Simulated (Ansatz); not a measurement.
# Si7C: the cost of one run

Program: Ansatz 0.2.0. Level of theory: DFT PBEsol, scalar-relativistic, plane waves, PAW. These are calculated values, not measurements.

1 further run of the same task is left out (set aside as unsound or not needed). Runs told in other sessions of the task aren't counted.

## Step 1: The system as given

Symmetry: P-43m, No. 215, cubic system. Conventional cell: a = 5.251 Å, b = 5.251 Å, c = 5.251 Å, α = 90.00°, β = 90.00°, γ = 90.00°. Si (site symmetry 3m) is surrounded by 3 Si at 2.27 Å and 1 C at 2.30 Å. Si (site symmetry -42m) is surrounded by 4 Si at 2.27 Å. C (site symmetry -43m) is surrounded by 4 Si at 2.30 Å.

As a file:

```cif
data_structure
_symmetry_space_group_name_H-M 'P-43m'
_symmetry_Int_Tables_number 215
_cell_length_a 5.2509
_cell_length_b 5.2509
_cell_length_c 5.2509
_cell_angle_alpha 90.000
_cell_angle_beta 90.000
_cell_angle_gamma 90.000
_cell_volume 144.78
loop_
_atom_site_label
_atom_site_type_symbol
_atom_site_symmetry_multiplicity
_atom_site_Wyckoff_symbol
_atom_site_fract_x
_atom_site_fract_y
_atom_site_fract_z
_atom_site_occupancy
Si1 Si 4 e 0.25262 0.25262 0.25262 1
Si2 Si 3 c 0.00000 0.50000 0.50000 1
C1 C 1 a 0.00000 0.00000 0.00000 1
```

The cell was made up by rule, so the compound may not exist in this form.

(A quick probe on a coarse mesh, which set the mesh and smearing, is not shown.)

## Step 3: A loose first relaxation

input.yaml

```yaml
crystal:
  lattice:
    - [5.2509224875, 0.0, 0.0]
    - [0.0, 5.2509224875, 0.0]
    - [0.0, 0.0, 5.2509224875]
  atoms:
    - { symbol: Si, position: [0.25261521, 0.25261521, 0.25261521] }
    - { symbol: Si, position: [0.0, 0.5, 0.5] }
    - { symbol: Si, position: [0.5, 0.5, 0.0] }
    - { symbol: Si, position: [0.5, 0.0, 0.5] }
    - { symbol: Si, position: [0.74738479, 0.25261521, 0.74738479] }
    - { symbol: Si, position: [0.74738479, 0.74738479, 0.25261521] }
    - { symbol: Si, position: [0.25261521, 0.74738479, 0.74738479] }
    - { symbol: C, position: [0.0, 0.0, 0.0] }
basis:
  ecutwfc: 420
kpoints:
  mp_grid: { grid: [4, 4, 4] }
hamiltonian:
  xc: pbesol
scf:
  occupations: { method: gaussian, width: 0.1 }
output:
  forces: true
  stress: true
  eigenvalues: true
relax:
  adjacent_minimum: "off"
  f_tol: 0.05
  max_steps: 80
  cell: { stress_tol: 0.5 }
```

Started as:

```console
ansatz run input.yaml --threads 4 --pin off --max-ram 12288MiB --backend cpu --events-out ev --progress --plain --runs-dir out
```

What time and memory should one allow on 4 threads of Intel Xeon Platinum 8259CL at 2.50GHz (Skylake/Cascade Lake), shared host?

About 5.4 s, with a peak of 0.46 GiB.
